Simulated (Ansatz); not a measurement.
# TiAl3: the cost of one run

Method: DFT PBE, scalar-relativistic, plane waves, PAW, in Ansatz 0.2.0.

16 further runs of the same task are left out: 16 set aside as unsound or not needed. Runs told in other sessions of the task aren't counted.

### Step 1. The starting structure

It takes space group I4/mmm (No. 139, tetragonal). Conventional cell: a = 3.845 Å, b = 3.845 Å, c = 8.622 Å, α = 90.00°, β = 90.00°, γ = 90.00°. Ti (site symmetry 4/mmm) has 12 Al at 2.72 to 2.89 Å in its first shell of neighbours. Al (site symmetry 4/mmm) has 4 Ti at 2.72 Å and 8 Al at 2.89 Å in its first shell of neighbours. Al (site symmetry -4m2) has 8 Al at 2.72 to 2.89 Å and 4 Ti at 2.89 Å in its first shell of neighbours.

As a file:

```
CELL_PARAMETERS angstrom
-1.92258 1.92258 4.31114
1.92258 -1.92258 4.31114
1.92258 1.92258 -4.31114
ATOMIC_POSITIONS crystal
Ti 0.00000 0.00000 0.00000
Al 0.50000 0.50000 0.00000
Al 0.75000 0.25000 0.50000
Al 0.25000 0.75000 0.50000
```

It goes back to an entry of the Materials Project, which need not be the stable form.

It is the result of an earlier relaxation at this level (volume 15.94 Å³/atom; gap on the mesh: none (metal)).

### Step 2. What is varied

The energy is mapped over volume and the cell's shape.

- volume per atom: 7 values from 13.39 to 18.48 Å³
- c/a of the conventional cell: 7 values from 2.070 to 2.429

Nothing else is relaxed (symmetry fixes all fractional coordinates). Energies count from the relaxed crystal. Points are written as (first, second).

### Step 3. The run at (17.64 Å³, 2.070)

The input, input.yaml:

```yaml
crystal:
  lattice:
    - [-2.0425044721, 2.0425044721, 4.2271672554]
    - [2.0425044721, -2.0425044721, 4.2271672554]
    - [2.0425044721, 2.0425044721, -4.2271672554]
  atoms:
    - { symbol: Ti, position: [0.0, 0.0, 0.0] }
    - { symbol: Al, position: [0.5, 0.5, 0.0] }
    - { symbol: Al, position: [0.75, 0.25, 0.5] }
    - { symbol: Al, position: [0.25, 0.75, 0.5] }
basis:
  ecutwfc: 520.0
kpoints:
  mp_grid: { grid: [16, 16, 16] }
hamiltonian:
  xc: pbe
  pseudopotentials: { kind: paw, azcp: { folder: soft_1 } }
scf:
  occupations: { method: gaussian, width: 0.15 }
output:
  forces: true
  stress: true
  eigenvalues: true
```

Launch:

```console
> ansatz run input.yaml --threads 2 --pin off --max-ram 4096MiB --backend cpu --events-out ev --progress --plain --runs-dir out
```

**Question.** How long does this run take on 2 threads of Arm Neoverse N1, shared host, and how much memory does it need?

About 26 s, with a peak of 0.69 GiB.
